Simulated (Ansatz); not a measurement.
# H4OSi: the cost of one run

The runs use Ansatz 0.2.0, Gaussian basis; PBE0-D4/def2-TZVP structures, single points in def2-TZVPP, no counterpoise correction.

Levels: SPW92, PBE-D4, BLYP-D4, r2SCAN-D4, B97M-V, PBE0-D4, B3LYP-D4, r2SCAN0-D4, BHLYP-D4, CAM-B3LYP-D4, wB97X-V, wB97M-V, B2PLYP, PBE-QIDH, RPA on PBE, Hartree-Fock, MP2, CCSD, CCSD(T).

Correlated methods freeze the cores. B3LYP uses VWN-RPA correlation. B2PLYP carries no dispersion term here.

113 further runs of the same task are left out: 113 set aside as unsound or not needed.

## (1) Where the work starts

The complex: 15 atoms, charge 0, spin multiplicity 1.

Atoms are counted from 1 here; the program's logs count them from 0.

Bond lengths: Si1–H3 1.481 Å, Si1–H4 1.481 Å, Si1–H5 1.499 Å, Si1–O7 1.665 Å, C2–H8 1.090 Å, C2–H10 1.090 Å, C2–H11 1.090 Å, C2–H12 1.090 Å, H6–N9 1.013 Å, O7–H13 0.958 Å, N9–H14 1.012 Å, N9–H15 1.012 Å. Angles: H3–Si1–H4 111.9°, H3–Si1–H5 106.8°, H3–Si1–O7 112.9°, H4–Si1–H5 106.8°, H4–Si1–O7 112.9°, H5–Si1–O7 105.0°, H8–C2–H10 109.6°, H8–C2–H11 109.8°, H8–C2–H12 109.4°, H10–C2–H11 109.4°, H10–C2–H12 109.3°, H11–C2–H12 109.3°, Si1–O7–H13 113.4°, H6–N9–H14 108.2°, H6–N9–H15 108.2°, H14–N9–H15 107.8°.

Geometry (Å):

```
Si   -0.5633    1.5179   -0.8579
C     2.3167   -1.3674    0.3361
H    -0.2282    0.3207   -1.6619
H     0.2823    1.6231    0.3530
H    -0.2514    2.7121   -1.7090
H    -2.2702   -0.2973    0.7476
O    -2.1896    1.6400   -0.5246
H     1.3167   -0.9378    0.2812
N    -1.3382   -0.6933    0.7688
H     2.8559   -0.9320    1.1774
H     2.2486   -2.4473    0.4700
H     2.8549   -1.1527   -0.5870
H    -2.6019    2.4089   -0.9199
H    -1.3851   -1.6309    0.3906
H    -1.0471   -0.7640    1.7355
```

Its parts: SiH₄O holds atoms 1, 3, 4, 5, 7, 13; CH₄ holds atoms 2, 8, 10, 11, 12; NH₃ holds atoms 6, 9, 14, 15. Each part counts its atoms afresh in its own runs.

## (2) Relaxing SiH₄O alone

relax-a/in.yaml

```yaml
crystal:
  periodic: [false, false, false]
  atoms:
    - {symbol: Si, position_ang: [-0.563306, 1.517945, -0.857871]}
    - {symbol: H, position_ang: [-0.228173, 0.320696, -1.661942]}
    - {symbol: H, position_ang: [0.282276, 1.623100, 0.352993]}
    - {symbol: H, position_ang: [-0.251376, 2.712130, -1.708955]}
    - {symbol: O, position_ang: [-2.189618, 1.639993, -0.524556]}
    - {symbol: H, position_ang: [-2.601871, 2.408887, -0.919870]}
basis:
  gaussian: {orbitals: def2-TZVP}
hamiltonian: {xc: pbe0, dispersion: d4}
relax: {f_tol: 0.005, max_steps: 200}
```

The run is started by

```
> ansatz run in.yaml --threads 8 --pin off --events-out ev --progress --plain --max-ram 19148MiB
```

**Question.** How long does this run take on 8 threads of Intel Xeon Platinum 8259CL at 2.50GHz, shared host?

About 9.5 s.
